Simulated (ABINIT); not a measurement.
Crystal: Pb.

```
Pb
1.0
     0.00000    2.47502    2.47502
     2.47502    0.00000    2.47502
     2.47502    2.47502    0.00000
Pb
1
Direct
  0.00000 0.00000 0.00000
```

* Program: ABINIT 10.8.3 (patched build)
* Task: relaxation of cell and atoms
* Functional: PBE
* Potentials or basis: PseudoDojo NC FR PBE v0.4 stringent
* Cutoff: 1197 eV
* k mesh: 7 × 7 × 7
* Occupations: fermi-dirac, width 0.05 eV
* Spin: spin-orbit coupling, no magnetisation

At the start: pressure 2.8 GPa; volume 30.32 Å³/atom.

**Question.** Where does the relaxation end?

**Answer.** Over 5 steps the energy falls by 15.7 meV/atom and the volume is 32.24 Å³/atom (+6.3 %); space group Fm-3m (No. 225, to 0.05 Å).

Step by step:
```tsv
step	energy change (eV)	largest force (eV/Å)	pressure (GPa)	volume (Å³)
1	0.0000	0.0000	2.79	30.32
2	-0.0042	0.0000	2.35	30.58
3	-0.0156	0.0000	0.19	32.09
4	-0.0157	0.0000	0.01	32.23
5	-0.0157	0.0000	0.00	32.24
```

Final structure:
```yaml
crystal:
  lattice:
    - [0.00000, 2.52616, 2.52616]
    - [2.52616, 0.00000, 2.52616]
    - [2.52616, 2.52616, 0.00000]
  atoms:
    - { symbol: Pb, position: [0.00000, 0.00000, 0.00000] }
```

The cell as given is a measured one (30.32 Å³/atom); PBE puts the equilibrium volume +6.3 % from it, thermal expansion not counted.
